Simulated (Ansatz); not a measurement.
Task: a single point from a YAML input of K₂NaBiBr₆, space group Fm-3m, with Ansatz 0.2.0, Python API. Give the script and its output. Use: PBEsol, PAW, the default cutoff (420 eV here), 4×4×4 k-points, fixed occupations.

Contents of `input.yaml`:
```yaml
crystal:
  lattice:
    - [0.0, 5.748856, 5.748856]
    - [5.748856, 0.0, 5.748856]
    - [5.748856, 5.748856, 0.0]
  atoms:
    - { symbol: K, position: [0.75, 0.75, 0.75] }
    - { symbol: K, position: [0.25, 0.25, 0.25] }
    - { symbol: Na, position: [0.5, 0.5, 0.5] }
    - { symbol: Bi, position: [0.0, 0.0, 0.0] }
    - { symbol: Br, position: [0.751347, 0.248653, 0.248653] }
    - { symbol: Br, position: [0.248653, 0.248653, 0.751347] }
    - { symbol: Br, position: [0.248653, 0.751347, 0.751347] }
    - { symbol: Br, position: [0.248653, 0.751347, 0.248653] }
    - { symbol: Br, position: [0.751347, 0.248653, 0.751347] }
    - { symbol: Br, position: [0.751347, 0.751347, 0.248653] }
kpoints:
  mp_grid: { grid: [4, 4, 4] }
hamiltonian:
  xc: pbesol
scf:
  occupations: { method: fixed }
output:
  stress: true
  eigenvalues: true
```

`k2nabibr6_yaml_run.py`:
```python
# -*- coding: utf-8 -*-
"""Run a YAML input for K2NaBiBr6 from Python."""

import ansatz
import numpy as np


def main():
    outcome = ansatz.Session.from_deck("input.yaml").plan().execute()
    r = outcome.report

    energy = r["free_energy_ev"]
    print("F of the K2NaBiBr6 cell: {:.6f} eV = {:.6f} Ry = {:.6f} Ha".format(energy, energy / 13.605693, energy / 27.211386))
    print("Fermi level {:.4f} eV, {} k-points, {} symmetry operations".format(r["fermi_energy_ev"], r["n_kpoints"], r["n_symmetry_ops"]))

    edges = r.get("band_edges_ev")
    if edges:
        print(f"band edges on the mesh: {edges[0]:.3f} and {edges[1]:.3f} eV, gap {edges[1] - edges[0]:.3f} eV")
    else:
        print("no band edges reported (a metal, or a gap too narrow for this smearing); Fermi level", round(r["fermi_energy_ev"], 3), "eV")

    # pressure is a third of the trace
    stress = np.array(r["stress_gpa"])
    print(f"pressure {np.trace(stress) / 3:.3f} GPa")
    print("stress tensor, GPa, positive in compression")
    print(np.round(stress, 3) + 0.0)


if __name__ == "__main__":
    main()
```

```console
$ python k2nabibr6_yaml_run.py
DeckWarning: basis.ecutwfc = 420 eV, auto-derived from the records' recommended cutoffs: set by K (normal level)
F of the K2NaBiBr6 cell: -33181.252411 eV = -2438.777092 Ry = -1219.388546 Ha
Fermi level 1.2586 eV, 8 k-points, 48 symmetry operations
band edges on the mesh: 1.259 and 4.238 eV, gap 2.979 eV
pressure -1.001 GPa
stress tensor, GPa, positive in compression
[[-1.001  0.     0.   ]
 [ 0.    -1.001  0.   ]
 [ 0.     0.    -1.001]]
```
(Warnings from the package without file and line, repeats left out.)

Reading the output:
- Total energies depend on the potentials; only differences at equal settings carry meaning. A total without «per atom» is that of the cell as typed.
- Spin-orbit coupling, left out here, can change this gap by several tenths of an eV, and inverted bands can meet off the mesh.
- The zero of the levels is a convention of the potentials, so an absolute Fermi energy is no work function.
- This cell is a computed structure, which may not be the phase found in nature.
- Gaps and levels are Kohn-Sham values on a finite set of k-points, without spin-orbit coupling.
- Finished in 11 s on 1 thread of Arm Neoverse V1 (shared host), peak memory 0.65 GiB.
